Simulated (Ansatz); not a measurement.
A nudged elastic band was laid between two geometries of a periodic cell of 63 atoms, GaSi62 (host Si, host structure diamond, dopant Ga, one Si atom removed), cell charge -2.

Method: DFT PBE, scalar-relativistic, plane waves, PAW (Ansatz). Settings: PAW set soft_1, cutoff 420 eV, k mesh 1x1x1, fermi-dirac smearing 0.02 eV, spin collinear.

```yaml
movable_images: 5
climbing_image: yes
spring: 5.0 eV/Å²
optimiser: lbfgs
start_path: IDPP
force_threshold: 0.03 eV/Å
iteration_limit: 29
end_points: relaxed
```

First end point:

```xyz
63
Lattice="10.8600 0.0000 0.0000 0.0000 10.8600 0.0000 0.0000 0.0000 10.8600" Properties=species:S:1:pos:R:3
Si 5.430 0.000 -0.006
Si 6.773 1.374 1.371
Si 8.144 2.711 0.008
Si 9.510 4.069 1.375
Si 8.147 0.014 2.708
Si 9.513 1.384 4.063
Si 0.012 0.007 0.001
Si 1.332 1.407 1.403
Si 2.701 2.728 0.020
Si 4.020 4.099 1.403
Si 5.422 5.418 0.002
Si 6.771 6.795 1.342
Si 8.147 8.141 -0.018
Si 9.493 9.519 1.341
Si 2.701 0.025 2.725
Si 4.022 1.409 4.093
Si 5.405 2.729 2.723
Si 6.786 4.072 4.066
Si 8.121 5.431 2.683
Si 9.507 6.784 3.979
Si 5.424 0.008 5.412
Si 6.772 1.347 6.791
Si 8.120 2.689 5.426
Si 9.505 3.987 6.778
Si 8.148 -0.012 8.138
Si 9.495 1.348 9.514
Si 0.002 5.429 0.000
Si 1.362 6.777 1.380
Si 2.717 8.143 0.009
Si 4.054 9.518 1.369
Si 0.043 2.809 2.800
Si 2.620 5.384 2.808
Si 4.048 6.780 4.063
Si 5.416 8.146 2.705
Si 6.794 9.496 4.056
Si 0.001 0.006 5.424
Si 1.361 1.381 6.775
Si 2.619 2.807 5.381
Si 4.045 4.069 6.771
Si 5.424 5.429 5.422
Si 6.805 6.782 6.778
Si 8.166 8.122 5.405
Si 9.505 9.486 6.778
Si 2.719 0.013 8.141
Si 4.056 1.376 9.512
Si 5.415 2.713 8.137
Si 6.792 4.061 9.491
Si 8.166 5.410 8.119
Si 9.507 6.784 9.479
Si -0.001 8.170 2.683
Si 1.358 9.504 4.067
Ga 0.012 5.419 5.412
Si 1.446 6.783 6.778
Si 2.741 8.170 5.425
Si 4.082 9.520 6.789
Si -0.001 2.689 8.163
Si 1.358 4.071 9.498
Si 2.742 5.431 8.165
Si 4.083 6.797 9.513
Si 5.442 8.142 8.135
Si 6.794 9.495 9.490
Si 0.020 8.123 8.116
Si 1.368 9.495 9.491
```

Last end point:

Only the atoms that move by more than 0.05 Å are listed.
```
Si4 9.472 4.074 1.334
Si6 9.472 1.334 4.074
Si19 8.166 5.436 2.726
Si20 9.596 6.694 4.119
Si23 8.166 2.726 5.436
Si24 9.596 4.119 6.694
Si28 1.356 6.818 1.334
Si31 -0.091 2.724 2.724
Si32 2.706 5.521 2.724
Si33 4.096 6.818 4.074
Si37 1.356 1.334 6.818
Si38 2.706 2.724 5.521
Si39 4.096 4.074 6.818
Si50 -0.006 8.124 2.726
Ga52 1.339 4.091 4.091
Si53 1.311 6.694 6.694
Si54 2.704 8.124 5.436
Si56 -0.006 2.726 8.124
Si58 2.704 5.436 8.124
```

Question: Which bonds break or form, and what moves?

Answer: The atom that moves furthest is Ga52, by 2.30 Å; four of its nearest neighbours are Si53 2.40, Si20 2.40, Si24 2.41, Si32 3.69 Å at the first end and Si31 2.40, Si38 2.40, Si32 2.40, Si24 3.68 Å at the last.

Question: Give the energies along the band, and the barrier.

Answer: The forces met the threshold. The highest image is number 3 of 0 to 6, 0.071 eV above the ends, which have the same energy within 2 meV. By the program's own check the climbing image is of a kind that is not told: a solve is, or may be, on another electronic state (lowest curvatures found: -0.31 and 0.23 eV/Å²). Limits of this set-up: coarse k mesh, a typed lattice constant that wasn't relaxed here, charged cell in a uniform background, uncorrected.

```json
{"image": "0", "path coordinate (Å)": "0.00", "energy (eV)": "0.000", "Si20–Ga52 (Å)": "2.40", "Si24–Ga52 (Å)": "2.41", "Ga52–Si53 (Å)": "2.40"}
{"image": "1", "path coordinate (Å)": "0.43", "energy (eV)": "0.011", "Si20–Ga52 (Å)": "2.44", "Si24–Ga52 (Å)": "2.45", "Ga52–Si53 (Å)": "2.46"}
{"image": "2", "path coordinate (Å)": "0.86", "energy (eV)": "0.046", "Si20–Ga52 (Å)": "2.51", "Si24–Ga52 (Å)": "2.55", "Ga52–Si53 (Å)": "2.61"}
{"image": "3", "path coordinate (Å)": "1.29", "energy (eV)": "0.071", "Si20–Ga52 (Å)": "2.62", "Si24–Ga52 (Å)": "2.67", "Ga52–Si53 (Å)": "2.89"}
{"image": "4", "path coordinate (Å)": "1.76", "energy (eV)": "0.055", "Si20–Ga52 (Å)": "2.90", "Si24–Ga52 (Å)": "2.96", "Ga52–Si53 (Å)": "3.18"}
{"image": "5", "path coordinate (Å)": "2.22", "energy (eV)": "0.015", "Si20–Ga52 (Å)": "3.30", "Si24–Ga52 (Å)": "3.32", "Ga52–Si53 (Å)": "3.41"}
{"image": "6", "path coordinate (Å)": "2.69", "energy (eV)": "0.000", "Si20–Ga52 (Å)": "3.68", "Si24–Ga52 (Å)": "3.68", "Ga52–Si53 (Å)": "3.68"}
```

Question: What is the geometry of the highest image?

Answer: 
```xyz
63
Lattice="10.8600 0.0000 0.0000 0.0000 10.8600 0.0000 0.0000 0.0000 10.8600" Properties=species:S:1:pos:R:3:forces:R:3
Si 5.429 0.004 -0.001 0.00 0.00 0.00
Si 6.751 1.376 1.374 0.00 0.00 0.00
Si 8.136 2.685 -0.034 0.00 0.00 0.00
Si 9.470 4.068 1.328 0.00 0.00 0.00
Si 8.123 -0.025 2.695 0.00 0.00 0.00
Si 9.479 1.327 4.060 0.00 0.00 0.00
Si 0.029 0.051 0.042 -0.01 0.00 0.00
Si 1.301 1.493 1.495 0.01 0.00 0.00
Si 2.696 2.745 0.049 0.00 0.00 0.00
Si 4.004 4.125 1.445 0.00 0.00 0.00
Si 5.424 5.432 0.007 0.00 0.00 0.00
Si 6.757 6.827 1.352 0.00 0.00 0.00
Si 8.163 8.132 -0.040 0.00 0.00 0.00
Si 9.499 9.519 1.325 0.00 0.00 0.00
Si 2.692 0.045 2.744 0.00 0.00 0.00
Si 4.035 1.409 4.115 0.00 0.00 0.01
Si 5.397 2.747 2.744 0.00 0.00 0.00
Si 6.795 4.076 4.072 0.00 0.00 0.00
Si 8.122 5.433 2.677 0.00 0.00 0.00
Si 9.665 6.623 3.990 -0.01 0.01 0.00
Si 5.445 -0.001 5.433 0.00 0.00 -0.01
Si 6.768 1.360 6.823 0.00 0.00 0.00
Si 8.141 2.686 5.423 0.00 0.00 0.00
Si 9.668 4.027 6.624 -0.01 0.00 0.01
Si 8.160 -0.036 8.130 0.00 0.00 0.00
Si 9.512 1.327 9.495 0.00 0.00 0.00
Si 0.001 5.427 0.003 0.00 0.00 0.00
Si 1.347 6.810 1.361 0.00 0.00 0.00
Si 2.742 8.147 -0.015 0.00 0.00 0.00
Si 4.055 9.540 1.367 0.00 0.00 0.00
Si -0.088 2.905 2.900 -0.01 0.00 0.00
Si 2.566 5.445 2.865 0.00 0.01 0.00
Si 4.073 6.780 4.074 0.00 0.00 0.00
Si 5.407 8.173 2.726 0.00 0.00 0.00
Si 6.816 9.460 4.086 0.00 0.00 0.01
Si 0.002 0.004 5.423 0.00 0.00 0.00
Si 1.353 1.360 6.804 0.00 0.00 0.00
Si 2.611 2.820 5.426 0.01 -0.01 0.00
Si 4.069 4.075 6.778 0.00 0.00 0.00
Si 5.441 5.428 5.425 0.00 0.00 0.00
Si 6.836 6.767 6.770 0.00 0.00 0.00
Si 8.267 8.035 5.375 0.00 0.00 0.00
Si 9.533 9.465 6.761 0.00 0.00 0.00
Si 2.727 -0.007 8.158 0.00 0.00 0.00
Si 4.056 1.368 9.535 0.00 0.00 0.00
Si 5.406 2.730 8.169 0.00 0.00 0.00
Si 6.803 4.076 9.476 0.00 0.00 0.00
Si 8.252 5.377 8.053 0.00 0.00 0.00
Si 9.534 6.759 9.464 0.00 0.00 0.00
Si -0.011 8.174 2.698 0.00 0.00 0.00
Si 1.353 9.504 4.074 0.00 0.00 0.00
Ga 0.508 4.767 4.698 0.01 0.00 -0.01
Si 1.352 6.691 6.687 0.00 -0.01 0.00
Si 2.726 8.147 5.430 0.00 0.00 -0.01
Si 4.094 9.504 6.786 0.00 0.00 0.01
Si -0.003 2.714 8.156 0.00 0.00 0.00
Si 1.354 4.076 9.507 0.00 0.00 0.00
Si 2.714 5.433 8.140 0.00 0.00 0.00
Si 4.096 6.775 9.487 0.00 0.00 0.00
Si 5.459 8.136 8.132 0.00 0.00 0.00
Si 6.785 9.500 9.498 0.00 0.00 0.00
Si 0.042 8.104 8.105 -0.01 0.00 0.00
Si 1.358 9.508 9.513 0.01 0.00 0.00
```

The band took 16 iterations and about 110 core-minutes.

Time of the run: 39 min on 4 threads of Arm Neoverse V1, with other jobs on the host, peak memory 6.5 GiB.
